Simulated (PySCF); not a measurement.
**The bond of PtO, level by level**

The task here is to estimate one member of a computed series from the others.

Method: Pt x2c-TZVPPall, O x2c-TZVPPall, spin-free X2C with a Gaussian nucleus; program: PySCF 2.14.0.

Set-up of the first run:

A driver script around PySCF takes these settings:

* atoms: Pt, O
* charge: 0
* basis: Pt x2c-TZVPPall, O x2c-TZVPPall
* Hamiltonian: spin-free X2C with a Gaussian nucleus
* basis functions: 128
* electrons treated: 86
* masses in u: 194.9648, 15.9949
* levels: PBE0, PBE, r²SCAN, B2PLYP, TPSS, B97-3, B3LYP, HSE06, HF, MP2, SCS-MP2
* grid: 80 radial by 434 angular points
* occupations: held fixed by the projection of orbital angular momentum
* dissociation limit: Pt + O, each in its ground configuration
* starting distance in angstrom: 1.775
* values of 2S to try: 0, 2, 4, 6

Command:

```sh
OMP_NUM_THREADS=2 python dia.py task.json out
```

Steps of the session up to this table: The job; The PBE0 curve of the state that the search chose; Other states along the same grid; PBE; r²SCAN (meta-GGA); B2PLYP (double hybrid); TPSS (meta-GGA); B97-3 (global hybrid GGA); B3LYP; HSE06 (range-separated hybrid); ROHF (mean field).

One table of the session follows, with a row left open; its other results are not shown here.

| level | Re (Å) | ωe (cm⁻¹) | De (eV) | μ (D) |
| --- | --- | --- | --- | --- |
| PBE | 1.725 | 858 | 5.14 | -2.28 |
| TPSS | 1.728 | 857 | 4.76 | -2.40 |
| r²SCAN | 1.708 | 895 | 4.82 | -2.39 |
| B3LYP | 1.723 | 864 | 4.16 | -2.63 |
| PBE0 | 1.708 | 894 | 4.06 | -2.71 |
| B97-3 | ? | ? | ? | ? |
| HSE06 | 1.711 | 888 | 4.04 | -2.70 |
| B2PLYP | 1.718 | 922 | 4.40 | -3.13 |

**Question.** Estimate the row for B97-3.

The run gave: Re (Å): 1.716; ωe (cm⁻¹): 870; De (eV): 3.96; μ (D): -2.82. In the column «Re (Å)» it lies between HSE06 (1.711) and B2PLYP (1.718).

De is counted to Pt + O in their ground configurations.
